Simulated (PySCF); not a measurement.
# C₅H₈SSi: excited-state relaxation

What do calculations give for the excited-state relaxation of C₅H₈SSi (`C=C/C=C(\[SiH3])C=S`)?

Computed with PySCF 2.14.0 and routines of our own; the level stands in each step. Atoms count from 0.

## Step 1: The starting structure

15 atoms, charge 0, multiplicity 1; geometry from: GFN2-xTB.

## Step 2: Optimising the geometry at BHandHLYP/def2-SV(P)

Job settings and geometry (Å):

```
{"job": {"xc": "BHandHLYP", "basis": "def2-SV(P)", "grid": 1, "kind": "geom"}, "charge": 0, "multiplicity": 1}
C      2.799905    -0.748668    -0.071843
C      1.465978    -0.747813    -0.142397
C      0.698395     0.458728    -0.176291
C     -0.654842     0.560450    -0.260471
Si    -1.935389    -0.839861    -0.391143
C     -1.222752     1.863661    -0.264002
S     -2.829373     2.133493    -0.384014
H      3.368587    -1.661686    -0.041806
H      3.363067     0.170466    -0.043042
H      0.924430    -1.681209    -0.172663
H      1.281944     1.375774    -0.128014
H     -2.821171    -0.761013     0.766071
H     -1.251278    -2.136610    -0.372513
H     -2.631980    -0.700413    -1.665789
H     -0.559936     2.722691    -0.179649
```

The run is started by

```bash
OMP_NUM_THREADS=1 python excited_run.py task.json out
```

This one command runs all jobs of the session in turn.

The log of the run:

```text
step   0  E = -882.45957258  max force = 0.019392
step   1  E = -882.46245518  max force = 0.005748
step   2  E = -882.46091733  max force = 0.012934
step   3  E = -882.46253228  max force = 0.005135
step   4  E = -882.46280254  max force = 0.002222
step   5  E = -882.46275855  max force = 0.001571
step   6  E = -882.46282893  max force = 0.000646
step   7  E = -882.46285160  max force = 0.000450
step   8  E = -882.46284888  max force = 0.000877
step   9  E = -882.46285365  max force = 0.000123
optimisation converged
```

Wall time 94 s (1 thread of Arm Neoverse N1, shared host); peak memory 0.57 GiB.

Step by step: (the energy doesn't fall at every step)

```csv
step,energy from step 0 (eV),largest force component (eV/Å)
0,0.0000,0.9972
1,-0.0784,0.2956
2,-0.0366,0.6651
3,-0.0805,0.2641
4,-0.0879,0.1143
5,-0.0867,0.0808
6,-0.0886,0.0332
7,-0.0892,0.0231
8,-0.0892,0.0451
9,-0.0893,0.0063
```

Distances of close pairs at the start and the end, largest changes first:

```csv
bond,before (Å),after (Å),change (Å)
C3–C5,1.422,1.451,+0.030
Si4–H13,1.459,1.481,+0.022
Si4–H11,1.459,1.481,+0.022
Si4–H12,1.466,1.486,+0.020
C1–C2,1.430,1.448,+0.018
C5–S6,1.634,1.622,-0.012
C0–H7,1.076,1.087,+0.011
C0–H8,1.078,1.089,+0.010
```

The next job starts from the end point, and lists it.

```csv
at the end point,value
point group (found at 0.08 Å tolerance),Cs
"rotational constants (GHz, main isotopes)","3.354, 0.906, 0.719"
dipole moment (D),3.84
```

## Step 3: Excited-state relaxation: TDA BHandHLYP/def2-SV(P)

Job settings and geometry (Å):

```
{"job": {"kind": "xopt", "state": "S1", "method": "TDA", "freq": false, "xc": "BHandHLYP", "basis": "def2-SV(P)", "grid": 1}, "charge": 0, "multiplicity": 1}
C      2.623546    -0.743629     0.045613
C      1.290659    -0.770149    -0.039336
C      0.495741     0.439759    -0.075286
C     -0.853013     0.562763    -0.159042
Si    -2.113656    -0.846738    -0.258870
C     -1.379372     1.915265    -0.172244
S     -2.946410     2.323666    -0.258066
H      3.208110    -1.659345     0.071785
H      3.171757     0.195812     0.091405
H      0.776832    -1.725264    -0.083056
H      1.079960     1.361138    -0.026640
H     -3.026056    -0.818145     0.907902
H     -1.388135    -2.143256    -0.241022
H     -2.882211    -0.770316    -1.522981
H     -0.625997     2.708567    -0.118444
```

Method: TDA BHandHLYP/def2-SV(P) excited-state geometry optimisation, gas phase.

The log of the run:

```text
final grid: 58408 points
cycle   1  E = -882.4102273209  dE =  8.527e-01  |g| = 3.572e-01  |ddm| = 4.054e+00
cycle   2  E = -882.4071007656  dE =  3.127e-03  |g| = 4.261e-01  |ddm| = 1.368e+00
cycle   3  E = -882.4611861335  dE = -5.409e-02  |g| = 6.873e-02  |ddm| = 9.072e-01
cycle   4  E = -882.4625282518  dE = -1.342e-03  |g| = 3.244e-02  |ddm| = 1.271e-01
cycle   5  E = -882.4628200971  dE = -2.918e-04  |g| = 1.046e-02  |ddm| = 5.128e-02
cycle   6  E = -882.4628514360  dE = -3.134e-05  |g| = 1.653e-03  |ddm| = 1.445e-02
cycle   7  E = -882.4628532987  dE = -1.863e-06  |g| = 9.231e-04  |ddm| = 6.036e-03
cycle   8  E = -882.4628535988  dE = -3.001e-07  |g| = 3.761e-04  |ddm| = 2.483e-03
cycle   9  E = -882.4628536478  dE = -4.894e-08  |g| = 1.012e-04  |ddm| = 9.598e-04
cycle  10  E = -882.4628536508  dE = -3.073e-09  |g| = 3.635e-05  |ddm| = 1.655e-04
cycle  11  E = -882.4628536513  dE = -4.184e-10  |g| = 9.042e-06  |ddm| = 7.758e-05
converged SCF energy = -882.4628536513

vertical S1 at the ground-state geometry: 2.4340 eV
step    E(state)/Eh    max force   excitation/eV  root
  0    -882.36941655   0.059918     2.4784      1
  1    -882.37784224   0.007982     2.0800      1
  2    -882.37845856   0.005054     2.1177      1
  3    -882.37842869   0.005204     2.0951      1
  4    -882.37897039   0.002226     2.0959      1
  5    -882.37893659   0.002717     2.1116      1
  6    -882.37907453   0.001235     2.1052      1
  7    -882.37907626   0.001481     2.0951      1
  8    -882.37909504   0.000321     2.1007      1
  9    -882.37909667   0.000115     2.1015      1
optimisation converged
vertical emission 2.1015 eV, adiabatic 2.2791 eV, Stokes shift 0.3325 eV, reorganisation 0.1548 (excited) and 0.1776 eV (ground)
```

Wall time 3.5 min (1 thread of Arm Neoverse N1, shared host); peak memory 0.64 GiB.

Key values:

```csv
quantity,value
"vertical absorption, S1",2.43 eV
"adiabatic energy, S1",2.28 eV
"vertical emission, S1",2.10 eV
"Stokes shift, S1",0.33 eV
"geometry moved (RMSD), S1",0.059 Å
```

Bonds of the start that changed most:

```csv
bond,start (Å),end (Å)
C5–S6,1.622,1.687
C3–C5,1.451,1.407
C2–C3,1.357,1.383
C1–C2,1.448,1.432
C0–C1,1.336,1.344
C3–Si4,1.894,1.887
```

## Step 4: Excited-state relaxation: UKS BHandHLYP/def2-SV(P)

The job, as its differences from that of step 3:

```diff
@@ -1,2 +1,2 @@
-{"job": {"kind": "xopt", "state": "S1", "method": "TDA", "freq": false, "xc": "BHandHLYP", "basis": "def2-SV(P)", "grid": 1}, "charge": 0, "multiplicity": 1}
+{"job": {"kind": "xopt", "state": "T1", "method": "UKS", "freq": false, "xc": "BHandHLYP", "basis": "def2-SV(P)", "grid": 1}, "charge": 0, "multiplicity": 1}
 C      2.623546    -0.743629     0.045613
```

With the program's defaults for keys left out, this is: UKS BHandHLYP/def2-SV(P) excited-state geometry optimisation, gas phase.

The log of the run:

```text
final grid: 58408 points
cycle   1  E = -882.4102273209  dE =  8.527e-01  |g| = 3.572e-01  |ddm| = 4.054e+00
cycle   2  E = -882.4071007656  dE =  3.127e-03  |g| = 4.261e-01  |ddm| = 1.368e+00
cycle   3  E = -882.4611861335  dE = -5.409e-02  |g| = 6.873e-02  |ddm| = 9.072e-01
cycle   4  E = -882.4625282518  dE = -1.342e-03  |g| = 3.244e-02  |ddm| = 1.271e-01
cycle   5  E = -882.4628200971  dE = -2.918e-04  |g| = 1.046e-02  |ddm| = 5.128e-02
cycle   6  E = -882.4628514360  dE = -3.134e-05  |g| = 1.653e-03  |ddm| = 1.445e-02
cycle   7  E = -882.4628532987  dE = -1.863e-06  |g| = 9.231e-04  |ddm| = 6.036e-03
cycle   8  E = -882.4628535988  dE = -3.001e-07  |g| = 3.761e-04  |ddm| = 2.483e-03
cycle   9  E = -882.4628536478  dE = -4.894e-08  |g| = 1.012e-04  |ddm| = 9.598e-04
cycle  10  E = -882.4628536508  dE = -3.073e-09  |g| = 3.635e-05  |ddm| = 1.655e-04
cycle  11  E = -882.4628536513  dE = -4.184e-10  |g| = 9.042e-06  |ddm| = 7.758e-05
converged SCF energy = -882.4628536513

vertical T1 at the ground-state geometry: 1.6314 eV
step    E(state)/Eh    max force   <S^2>
  0    -882.39782021   0.080502    2.1005
  1    -882.41264740   0.014126    2.1287
  2    -882.41332934   0.011051    2.1277
  3    -882.41343649   0.006028    2.1284
  4    -882.41395493   0.003810    2.1293
  5    -882.41388315   0.003366    2.1300
  6    -882.41405948   0.002008    2.1297
  7    -882.41407846   0.001281    2.1297
  8    -882.41409706   0.000926    2.1296
  9    -882.41410709   0.000349    2.1297
optimisation converged
vertical emission 0.9346 eV, adiabatic 1.3265 eV, Stokes shift 0.6968 eV, reorganisation 0.3050 (excited) and 0.3919 eV (ground)
```

Wall time 3.1 min (1 thread of Arm Neoverse N1, shared host); peak memory 0.61 GiB.

In short:

```csv
quantity,value
"vertical gap at the ground-state geometry, T1",1.63 eV
"adiabatic energy, T1",1.33 eV
"vertical gap at the relaxed geometry, T1",0.93 eV
"difference of the two gaps, T1",0.70 eV
"geometry moved (RMSD), T1",0.074 Å
```

Bonds of the start that changed most:

```csv
bond,start (Å),end (Å)
C5–S6,1.622,1.724
C3–C5,1.451,1.381
C2–C3,1.357,1.415
C1–C2,1.448,1.414
C0–C1,1.336,1.360
C3–Si4,1.894,1.887
```

## Step 5: Outcome

| quantity | value |
| --- | --- |
| point group | Cs |
| rotational constants (main isotopes) | 3.35, 0.91, 0.72 GHz |
| vertical absorption, S1 (step 3, TDA BHandHLYP/def2-SV(P)) | 2.43 eV |
| adiabatic energy, S1 (step 3, TDA BHandHLYP/def2-SV(P)) | 2.28 eV |
| vertical emission, S1 (step 3, TDA BHandHLYP/def2-SV(P)) | 2.10 eV |
| Stokes shift, S1 (step 3, TDA BHandHLYP/def2-SV(P)) | 0.33 eV |
| vertical gap at the ground-state geometry, T1 (step 4, UKS BHandHLYP/def2-SV(P)) | 1.63 eV |
| adiabatic energy, T1 (step 4, UKS BHandHLYP/def2-SV(P)) | 1.33 eV |
| vertical gap at the relaxed geometry, T1 (step 4, UKS BHandHLYP/def2-SV(P)) | 0.93 eV |
| difference of the two gaps, T1 (step 4, UKS BHandHLYP/def2-SV(P)) | 0.70 eV |

What this shows: Relaxing lowered the energy by 0.089 eV in 9 steps; the close pair that moved most is C3–C5, from 1.422 to 1.451 Å. Where no frequencies were run, the relaxed excited state may be a saddle. In step 3 (excited-state relaxation), among the bonds C5–S6 changes most, from 1.622 to 1.687 Å. In step 4 the state is spin-contaminated. In step 4 (excited-state relaxation), among the bonds C5–S6 changes most, from 1.622 to 1.724 Å. ΔSCF (UKS) and response values aren't on one footing and may follow different states, so their differences aren't method errors alone, and singlets and triplets from the two don't rank.
